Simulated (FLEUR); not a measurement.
HPbNO4 in FLEUR: the effect of functional

Crystal: HPbNO4.

```
H Pb N O
1.0
     4.19923    0.11117    0.16817
     1.91600    3.89132    0.12568
     1.76085    1.25259    6.37266
H Pb N O
1 1 1 4
Direct
  0.89145 0.68202 0.62796
  0.14426 0.92872 0.88352
  0.25670 0.28861 0.30171
  0.83108 0.65056 0.78405
  0.38694 0.22380 0.11295
  0.31104 0.03576 0.45856
  0.07726 0.60633 0.32275
```

The cell was built by a generator and needn't be a form met in nature.

Alike in all runs:

| Property | Result |
| --- | --- |
| Program | FLEUR MaX-R8.1 (later development tree) |
| Task | single point |
| Potentials or basis | all-electron |
| Basis | FLAPW |
| Kmax | 6.3 1/bohr |
| k mesh | 4 × 4 × 3 |
| Occupations | fermi-dirac, width 0.05 eV |
| Spin | no spin polarisation |

**Question.** One run gave: gap on the mesh 3.10 eV. Which functional did it use?
A. RPBE
B. LDA
C. PBEsol

**Answer.** A.

```csv
functional,gap on the mesh (eV)
LDA,2.90
PBEsol,2.97
RPBE,3.10
```

Caveats: all runs use coarse meshes; the plane-wave cutoff is short for the small spheres of the light atoms, so energies, forces and moduli aren't converged; spin-orbit coupling is left out, which as a rule narrows the gap of such compounds by several tenths of an eV; an odd mesh through Γ misses points on the zone boundary, where band edges often lie.

Not every run made on this cell is shown here.
